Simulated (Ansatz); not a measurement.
**InH₄− (triplet): the correlation ladder, def2-SVPD**

How much of the correlation energy of InH₄− (triplet) does each wave-function method recover here?

Program: Ansatz 0.2.0, Gaussian basis. Level of theory: def2-SVPD, core rule «outside noble gas», up to 9 orbitals frozen. These are calculated values, not measurements.

The runs, in order: UHF; CCSD(T) on ROHF; CCSD(T) on UHF; BCCD(T) on ROHF; CISD as a restricted active space (open shells left free, so some higher excitations enter); CCSDT(Q) on ROHF; CCSDT(Q) on UHF; CASSCF and MRCISD+Q, 8 electrons in 8 orbitals; CASSCF and NEVPT4(SD), 8 electrons in 8 orbitals; CASSCF and NEVPT2, 8 electrons in 8 orbitals.

23 further runs of the same task are left out: 2 for a known fault of the program, 1 that didn't finish, 20 set aside as unsound or not needed. Runs told in other sessions of the task aren't counted.

### Step 1. The system

The geometry is a PBE0/def2-TZVPD stationary point (not a proven minimum). No spin-orbit coupling is included. Elements past krypton take def2 core potentials.

5 atoms, charge -1, spin multiplicity 3.

Atoms are counted from 1 here; the program's logs count them from 0.

Bond lengths: In1–H2 1.786 Å, In1–H3 1.786 Å, In1–H4 1.786 Å, In1–H5 1.786 Å. Angles: H2–In1–H3 90.0°, H2–In1–H4 180.0°, H2–In1–H5 90.0°, H3–In1–H4 90.0°, H3–In1–H5 180.0°, H4–In1–H5 90.0°.

### Step 2. UHF

in.yaml reads:

```yaml
crystal:
  periodic: [false, false, false]
  atoms:
    - {symbol: In, position_ang: [0.000000, 0.000000, 0.000000]}
    - {symbol: H, position_ang: [1.263100, 0.000000, 1.263100]}
    - {symbol: H, position_ang: [-1.263100, 0.000000, 1.263100]}
    - {symbol: H, position_ang: [-1.263100, 0.000000, -1.263100]}
    - {symbol: H, position_ang: [1.263100, 0.000000, -1.263100]}
basis:
  gaussian: {orbitals: def2-SVPD}
total_charge: -1
magnetization: {spin_polarized: true, initial_magnetization: 2}
hamiltonian: {xc: hf}
output: {orbitals: {seedname: orbitals}}
```

Run with:

```console
$ ansatz run in.yaml --threads 1 --pin off --events-out ev --progress --plain --max-ram 2393MiB
```

The runs that follow: CCSD(T) on ROHF; CCSD(T) on UHF; BCCD(T) on ROHF; CISD as a restricted active space (open shells left free, so some higher excitations enter); CCSDT(Q) on ROHF; CCSDT(Q) on UHF; CASSCF and MRCISD+Q, 8 electrons in 8 orbitals; CASSCF and NEVPT4(SD), 8 electrons in 8 orbitals; CASSCF and NEVPT2, 8 electrons in 8 orbitals.

**Question.** What will the summary of the whole plan be? Wanted: UCCSDT(Q) from the RHF energy; RMP2 from UCCSDT(Q); UMP2 from UCCSDT(Q); RCCSD from UCCSDT(Q); RCCSD(T) from UCCSDT(Q); UCCSD(T) from UCCSDT(Q); RCCSDT(Q) from UCCSDT(Q); NEVPT2 valence from UCCSDT(Q); NEVPT4(SD) valence from UCCSDT(Q).

The runs gave:

| quantity | value |
| --- | --- |
| UCCSDT(Q) from the ROHF energy | -4.2225 eV |
| RMP2 from UCCSDT(Q) | +23.67 kcal/mol |
| UMP2 from UCCSDT(Q) | +24.50 kcal/mol |
| RCCSD from UCCSDT(Q) | +4.13 kcal/mol |
| RCCSD(T) from UCCSDT(Q) | +1.13 kcal/mol |
| UCCSD(T) from UCCSDT(Q) | +0.98 kcal/mol |
| RCCSDT(Q) from UCCSDT(Q) | +0.20 kcal/mol |
| NEVPT2 valence from UCCSDT(Q) | +16.72 kcal/mol |
| NEVPT4(SD) valence from UCCSDT(Q) | +2.24 kcal/mol |
| MRCISD+Q valence from UCCSDT(Q) | +0.13 kcal/mol |
| levels within 1 kcal/mol (43 meV) | UCCSD(T), RCCSDT, UCCSDT, RCCSDT(Q), MRCISD+Q valence |
| T1 diagnostic | 0.022 |
| effectively unpaired electrons | 2.04 |

**Reading.** RCCSD(T) misses by +1.13 kcal/mol, 1.2 % of the correlation energy. One determinant dominates. Of the multireference levels listed MRCISD+Q valence comes nearest in total energy (+0.13 kcal/mol), which doesn't show that its space is the better one. These misses are within one basis, not against nature; the frozen cores of restricted and unrestricted runs differ, which can shift their rows.
